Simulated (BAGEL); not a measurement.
# GaH2SBr (SMILES [SH][GaH][Br]): HF/STO-3G (density fitting with qzvpp-jkfit)

What is the energy change on altering one bond length of GaH2SBr at HF/STO-3G (density fitting with qzvpp-jkfit)? 

The results are computed with BAGEL 1.2.2.

2 further runs of the same task are left out: 1 that didn't finish, 1 set aside as unsound or not needed.

## (1) Starting point

GaH2SBr has 5 atoms, charge 0, and is taken as a singlet. As SMILES, `[SH][GaH][Br]`. Geometry: a GFN2-xTB relaxation, a rough one for these elements and not checked as a minimum. This is one conformer, not always the lowest.

Bond lengths: S1–Ga2 2.220 Å, Ga2–Br3 2.279 Å, S1–H4 1.333 Å, Ga2–H5 1.561 Å. Angles: S1–Ga2–Br3 120.1°, S1–Ga2–H5 124.8°, Br3–Ga2–H5 115.1°, Ga2–S1–H4 93.4°.

## (2) A single-point energy at HF/STO-3G (density fitting with qzvpp-jkfit)

Input file calc.json:

```json
{ "bagel": [

{
  "title": "molecule",
  "basis": "sto-3g",
  "df_basis": "qzvpp-jkfit",
  "angstrom": true,
  "geometry": [
    { "atom": "S", "xyz": [      -1.599360,      -0.436790,      -0.485620 ] },
    { "atom": "Ga", "xyz": [       0.473260,      -0.029060,       0.196350 ] },
    { "atom": "Br", "xyz": [       1.765040,      -1.724230,       1.004850 ] },
    { "atom": "H", "xyz": [      -1.797130,       0.816140,      -0.894170 ] },
    { "atom": "H", "xyz": [       1.158200,       1.373940,       0.178590 ] }
  ]
},

{
  "title": "hf",
  "charge": 0
},

{
  "title": "print",
  "file": "orbitals.molden",
  "orbitals": true
}

]}
```

On the command line:

```console
$ BAGEL_NUM_THREADS=1 BAGEL calc.json > calc.out
```

Log:

```text
* using 1 threads per process

  ===============================================================
  ===============================================================

  *** Geometry ***

  { "atom" : "S", "xyz" : [     -3.022352,     -0.825413,     -0.917689 ] },
  { "atom" : "Ga", "xyz" : [      0.894332,     -0.054915,      0.371048 ] },
  { "atom" : "Br", "xyz" : [      3.335442,     -3.258322,      1.898891 ] },
  { "atom" : "H", "xyz" : [     -3.396084,      1.542281,     -1.689736 ] },
  { "atom" : "H", "xyz" : [      2.188681,      2.596370,      0.337486 ] },

  Number of auxiliary basis functions:      696

  Since a DF basis is specified, we compute 2- and 3-index integrals:
    o Being stored without compression. Storage requirement is 0.012 GB

  Number of basis functions:       47
  Number of electrons      :       84

    * METHOD: MOLECULE                             0.44

  *** RHF ***

  === Nuclear Repulsion ===
   481.4177893980

      * DIIS with orbital gradients will be used.

  === RHF iteration (sto-3g) ===
      0      -4839.91447341          0.00650606           0.13
      1      -4839.96887737          0.00159240           0.12
      2      -4839.97286282          0.00054896           0.12
      3      -4839.97340122          0.00015045           0.12
      4      -4839.97347743          0.00007890           0.12
      5      -4839.97351132          0.00003300           0.12
      6      -4839.97351639          0.00002127           0.12
      7      -4839.97351911          0.00001113           0.12
      8      -4839.97351998          0.00000365           0.12
      9      -4839.97352005          0.00000173           0.12
     10      -4839.97352006          0.00000091           0.12
     11      -4839.97352007          0.00000066           0.12
     12      -4839.97352007          0.00000041           0.12
     13      -4839.97352007          0.00000022           0.12
     14      -4839.97352007          0.00000009           0.12
     15      -4839.97352007          0.00000006           0.12
     16      -4839.97352007          0.00000004           0.12
     17      -4839.97352007          0.00000002           0.12
     18      -4839.97352007          0.00000001           0.12
    * SCF iteration converged.

    * Permanent dipole moment:
           (    0.415237,    -0.749688,     0.316421) a.u.

    * METHOD: HF                                   2.57

    * METHOD: PRINT                                0.00

  ===============================================================
```

Run time: 3.3 s. Hardware: 1 thread of Arm Neoverse V2, shared host; peak memory 0.12 GiB.

## (3) The distorted shape at the same level

Input file job.json:

```json
{ "bagel" : [

{
  "title" : "molecule",
  "basis" : "sto-3g",
  "df_basis" : "qzvpp-jkfit",
  "angstrom" : true,
  "geometry" : [
    { "atom" : "S", "xyz" : [      -1.702113,      -0.647265,      -0.482956 ] },
    { "atom" : "Ga", "xyz" : [       0.370507,      -0.239535,       0.199014 ] },
    { "atom" : "Br", "xyz" : [       1.662287,      -1.934705,       1.007514 ] },
    { "atom" : "H", "xyz" : [      -1.899883,       0.605665,      -0.891506 ] },
    { "atom" : "H", "xyz" : [       1.158200,       1.373940,       0.178590 ] }
  ]
},

{ "title" : "hf", "charge" : 0 },

{ "title" : "print", "file" : "orbitals.molden", "orbitals" : true }

]}
```

On the command line:

```console
$ BAGEL_NUM_THREADS=1 BAGEL job.json > job.out
```

Log:

```text
* using 1 threads per process

  ===============================================================
  ===============================================================

  *** Geometry ***

  { "atom" : "S", "xyz" : [     -3.216527,     -1.223154,     -0.912655 ] },
  { "atom" : "Ga", "xyz" : [      0.700157,     -0.452656,      0.376082 ] },
  { "atom" : "Br", "xyz" : [      3.141267,     -3.656063,      1.903926 ] },
  { "atom" : "H", "xyz" : [     -3.590259,      1.144541,     -1.684702 ] },
  { "atom" : "H", "xyz" : [      2.188681,      2.596370,      0.337486 ] },

  Number of auxiliary basis functions:      696

  Since a DF basis is specified, we compute 2- and 3-index integrals:
    o Being stored without compression. Storage requirement is 0.012 GB

  Number of basis functions:       47
  Number of electrons      :       84

    * METHOD: MOLECULE                             0.43

  *** RHF ***

  === Nuclear Repulsion ===
   479.5960131280

      * DIIS with orbital gradients will be used.

  === RHF iteration (sto-3g) ===
      0      -4839.88258648          0.00648679           0.12
      1      -4839.93636466          0.00162555           0.12
      2      -4839.94069402          0.00059329           0.12
      3      -4839.94133170          0.00015249           0.12
      4      -4839.94140145          0.00007710           0.12
      5      -4839.94143071          0.00004317           0.12
      6      -4839.94144190          0.00002476           0.12
      7      -4839.94144575          0.00001476           0.12
      8      -4839.94144746          0.00000582           0.12
      9      -4839.94144770          0.00000263           0.12
     10      -4839.94144774          0.00000127           0.12
     11      -4839.94144774          0.00000095           0.12
     12      -4839.94144775          0.00000068           0.12
     13      -4839.94144775          0.00000045           0.12
     14      -4839.94144775          0.00000025           0.12
     15      -4839.94144775          0.00000016           0.12
     16      -4839.94144775          0.00000011           0.12
     17      -4839.94144775          0.00000006           0.12
     18      -4839.94144776          0.00000003           0.12
     19      -4839.94144776          0.00000002           0.12
     20      -4839.94144776          0.00000001           0.12
     21      -4839.94144776          0.00000001           0.12
    * SCF iteration converged.

    * Permanent dipole moment:
           (    0.425676,    -0.758034,     0.324294) a.u.

    * METHOD: HF                                   2.90

    * METHOD: PRINT                                0.00

  ===============================================================
```

It took 3.6 s on 1 thread of Arm Neoverse V2, shared host; peak memory 0.12 GiB.

## (4) What came out

At HF/STO-3G (density fitting with qzvpp-jkfit):

| quantity | value |
| --- | --- |
| first shape: total energy | -4839.97352 Eh |
| first shape: dipole moment | 2.32 D |
| first shape: HOMO energy | -7.44 eV |
| first shape: LUMO energy | 4.58 eV |
| first shape: HOMO–LUMO gap | 12.02 eV |
| distorted shape: total energy | -4839.94145 Eh |
| distorted shape: dipole moment | 2.36 D |
| distorted shape: HOMO energy | -7.37 eV |
| distorted shape: LUMO energy | 4.66 eV |
| distorted shape: HOMO–LUMO gap | 12.03 eV |
| energy change with the Ga2–H5 bond stretched from 1.561 to 1.796 Å | 0.873 eV |

**Reading.** With the Ga2–H5 bond stretched from 1.561 to 1.796 Å the energy rises by 0.87 eV (84.2 kJ/mol). The first shape isn't relaxed at this level, so the change isn't measured from a minimum. The minimal basis adds a large error of its own.
